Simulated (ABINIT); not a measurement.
# SbSe2 (Fm-3m) in ABINIT: single point with LDA

Aim: the single point of SbSe2 with LDA.

Program: ABINIT 10.8.3 (patched build). These are calculated values, not measurements. Logs are shortened: lines on timing, memory, paths and dates and some standing lists are left out, and cuts for length are marked. The log counts tension as positive stress, the text compression.

### 1 Starting point

Symmetry: Fm-3m, No. 225, cubic system. The conventional cell has a = 7.141 Å, b = 7.141 Å, c = 7.141 Å, α = 90.00°, β = 90.00°, γ = 90.00°. Around Sb (site symmetry m-3m) lie 8 Se at 3.09 Å. Se (site symmetry -43m) has 4 Sb at 3.09 Å as nearest neighbours.

The cell was built by a generator and needn't be a form met in nature.

### 2 Single point, LDA, spin-orbit coupling, no magnetisation

run.abi reads:

```
pp_dirpath "./"
pseudos "Sb.hgh, Se.hgh"

acell 5.0492522699 5.0492522699 5.0492522699 Angstrom
rprim
     0.0000000000     0.7071067812     0.7071067812
     0.7071067812     0.0000000000     0.7071067812
     0.7071067812     0.7071067812     0.0000000000
ntypat 2
znucl 51 34
natom 3
typat 1 2 2
xred
     0.0000000000     0.0000000000     0.0000000000
     0.2500000000     0.2500000000     0.2500000000
     0.7500000000     0.7500000000     0.7500000000

ecut 22.0

kptopt 1
ngkpt 5 5 5
nshiftk 1
shiftk 0.0 0.0 0.0

ixc 7

nband 26
occopt 3
tsmear 0.05 eV

nspinor 2
nspden 1
so_psp 2*1

nstep 100
tolvrs 1.0e-10

iomode 3
prtwf 0
prtden 0
prteig 0
prtebands 0
enunit 2
prtvol 2
```

Potentials or basis: HGH LDA.

Launch:

```sh
$ abinit run.abi > log 2>&1
```

run.abo:

```text
.Version 10.8.3 of ABINIT
 Symmetries : space group Fm -3 m (#225); Bravais cF (face-center cubic)
================================================================================
 Values of the parameters that define the memory need of the present run
     intxc =       0    ionmov =       0      iscf =       7    lmnmax =       9
     lnmax =       9     mgfft =      45  mpssoang =       5    mqgrid =    3001
     natom =       3  nloc_mem =       1    nspden =       1   nspinor =       2
    nsppol =       1      nsym =      48    n1xccc =       0    ntypat =       2
    occopt =       3   xclevel =       1
       mpw =        3048          nfft =       91125          nkpt =          10
================================================================================
================================================================================

--------------------------------------------------------------------------------
------------- Echo of variables that govern the present computation ------------
--------------------------------------------------------------------------------
 -outvars: echo values of preprocessed input variables --------
            acell      9.5417039307E+00  9.5417039307E+00  9.5417039307E+00 Bohr
              amu      1.21753000E+02  7.89600000E+01
             ecut      2.20000000E+01 Hartree
           enunit           2
              ixc           7
         kptrlatt        5    0    0      0    5    0      0    0    5
          kptrlen      4.77085197E+01
            natom           3
            nband          26
            ngfft          45      45      45
             nkpt          10
          nspinor           2
            nstep         100
             nsym          48
           ntypat           2
           occopt           3
           prtden           0
        prtebands           0
           prteig           0
           prtvol           2
            prtwf           0
            rprim      0.0000000000E+00  7.0710678120E-01  7.0710678120E-01
                       7.0710678120E-01  0.0000000000E+00  7.0710678120E-01
                       7.0710678120E-01  7.0710678120E-01  0.0000000000E+00
          spgroup         225
           tolvrs      1.00000000E-10
           tsmear      1.83746611E-03 Hartree
            typat      1  2  2
           xangst      0.0000000000E+00  0.0000000000E+00  0.0000000000E+00
                       1.7851802600E+00  1.7851802600E+00  1.7851802600E+00
                       5.3555407801E+00  5.3555407801E+00  5.3555407801E+00
            xcart      0.0000000000E+00  0.0000000000E+00  0.0000000000E+00
                       3.3735017768E+00  3.3735017768E+00  3.3735017768E+00
                       1.0120505330E+01  1.0120505330E+01  1.0120505330E+01
             xred      0.0000000000E+00  0.0000000000E+00  0.0000000000E+00
                       2.5000000000E-01  2.5000000000E-01  2.5000000000E-01
                       7.5000000000E-01  7.5000000000E-01  7.5000000000E-01
[... 309 lines left out ...]
   1.29293    1.29293    2.99303    2.99303    3.41084    3.41084    3.58206    3.58206
   8.34681    8.38680
 kpt#   3, nband= 26, wtk=  0.06400, kpt=  0.4000  0.0000  0.0000 (reduced coord)
 -10.90188  -10.90188  -10.16351  -10.16351   -6.60896   -6.60896   -1.46124   -1.46124
  -1.14770   -1.14770   -1.11769   -1.11769   -0.07489   -0.07489    0.16603    0.16603
   1.77531    1.77531    3.88524    3.88524    4.38930    4.38930    4.64506    4.64506
   8.34937    8.34937
 kpt#   4, nband= 26, wtk=  0.04800, kpt=  0.2000  0.2000  0.0000 (reduced coord)
 -11.41623  -11.41623   -9.69349   -9.69349   -6.06340   -6.06340   -1.68800   -1.68800
[... 18 lines left out ...]
 kpt#   8, nband= 26, wtk=  0.04800, kpt=  0.4000  0.4000  0.0000 (reduced coord)
 -10.78606  -10.78606   -9.95540   -9.95540   -7.28584   -7.28584   -2.39400   -2.39400
  -2.39218   -2.39218   -0.06485   -0.06485    1.58445    1.58445    1.86033    1.86033
   1.95262    1.95262    2.28520    2.28520    4.81703    4.81703    5.12629    5.12629
   7.82758    7.82758
 kpt#   9, nband= 26, wtk=  0.09600, kpt= -0.4000  0.4000  0.0000 (reduced coord)
 -10.53348  -10.53348  -10.15260  -10.15260   -7.48622   -7.48622   -2.37158   -2.37158
  -2.31113   -2.31113    0.27593    0.27593    0.54520    0.54520    1.51482    1.51482
   2.25007    2.25007    3.76752    3.76752    4.54980    4.54980    4.88243    4.88243
   7.75502    7.75502
 kpt#  10, nband= 26, wtk=  0.19200, kpt= -0.4000  0.4000  0.2000 (reduced coord)
 -10.57090  -10.57090  -10.19714  -10.19714   -7.33900   -7.33900   -2.55711   -2.55711
  -1.45737   -1.45737   -0.68113   -0.68113    0.71630    0.71630    1.60318    1.60318
   1.98192    1.98192    3.81392    3.81392    4.26927    4.26927    4.89660    4.89660
   7.91701    7.91701
 Total charge density [el/Bohr^3]
)     Maximum=    1.3272E-01  at reduced coord.    0.7556    0.8000    0.8444
)Next maximum=    1.3272E-01  at reduced coord.    0.6000    0.8000    0.8444
)     Minimum=    2.4673E-06  at reduced coord.    0.0000    0.0000    0.0000
)Next minimum=    5.3868E-05  at reduced coord.    0.0222    0.0000    0.0000
   Integrated=    1.7000E+01

--- !EnergyTerms
iteration_state     : {dtset: 1, }
comment             : Components of total free energy in Hartree
kinetic             :  8.13378356143918E+00
hartree             :  2.52456367860260E+00
xc                  : -5.35717806823239E+00
Ewald energy        : -2.29518444883935E+01
psp_core            :  1.44338703367322E+00
local_psp           : -1.06706933029162E+01
non_local_psp       :  2.29402099062168E+00
internal            : -2.45839605952054E+01
'-kT*entropy'       : -7.44944397722488E-04
total_energy        : -2.45847055396031E+01
total_energy_eV     : -6.68983918181849E+02
band_energy         : -2.18548862796314E+00
...

 Cartesian components of stress tensor (hartree/bohr^3)
  sigma(1 1)=  2.74856558E-04  sigma(3 2)=  0.00000000E+00
  sigma(2 2)=  2.74856558E-04  sigma(3 1)=  0.00000000E+00
  sigma(3 3)=  2.74856558E-04  sigma(2 1)=  0.00000000E+00

-Cartesian components of stress tensor (GPa)         [Pressure= -8.0866E+00 GPa]
- sigma(1 1)=  8.08655911E+00  sigma(3 2)=  0.00000000E+00
- sigma(2 2)=  8.08655911E+00  sigma(3 1)=  0.00000000E+00
- sigma(3 3)=  8.08655911E+00  sigma(2 1)=  0.00000000E+00

== END DATASET(S) ==============================================================
================================================================================

 -outvars: echo values of variables after computation  --------
            acell      9.5417039307E+00  9.5417039307E+00  9.5417039307E+00 Bohr
           etotal     -2.4584705540E+01
            fcart     -0.0000000000E+00 -0.0000000000E+00 -0.0000000000E+00
                      -0.0000000000E+00 -0.0000000000E+00 -0.0000000000E+00
                      -0.0000000000E+00 -0.0000000000E+00 -0.0000000000E+00
            rprim      0.0000000000E+00  7.0710678120E-01  7.0710678120E-01
                       7.0710678120E-01  0.0000000000E+00  7.0710678120E-01
                       7.0710678120E-01  7.0710678120E-01  0.0000000000E+00
           strten      2.7485655767E-04  2.7485655767E-04  2.7485655767E-04
                       0.0000000000E+00  0.0000000000E+00  0.0000000000E+00
           xangst      0.0000000000E+00  0.0000000000E+00  0.0000000000E+00
                       1.7851802600E+00  1.7851802600E+00  1.7851802600E+00
                       5.3555407801E+00  5.3555407801E+00  5.3555407801E+00
             xred      0.0000000000E+00  0.0000000000E+00  0.0000000000E+00
                       2.5000000000E-01  2.5000000000E-01  2.5000000000E-01
                       7.5000000000E-01  7.5000000000E-01  7.5000000000E-01
 Calculation completed.
```

Wall time 72 s (1 thread of Arm Neoverse V1, shared host); peak memory 0.08 GiB.

What came out:

| Property | Result |
| --- | --- |
| Free energy | -668.9839 eV |
| Band gap on the k mesh | none (metal or under the smearing width) |
| Valence electrons inside the program's atomic spheres | Sb 1.42; Se 3.16 |

Caveat: the cutoff is too short for stress, so the log's stress isn't used; HGH potentials are hard and often keep d shells in the core, so these values are rough.
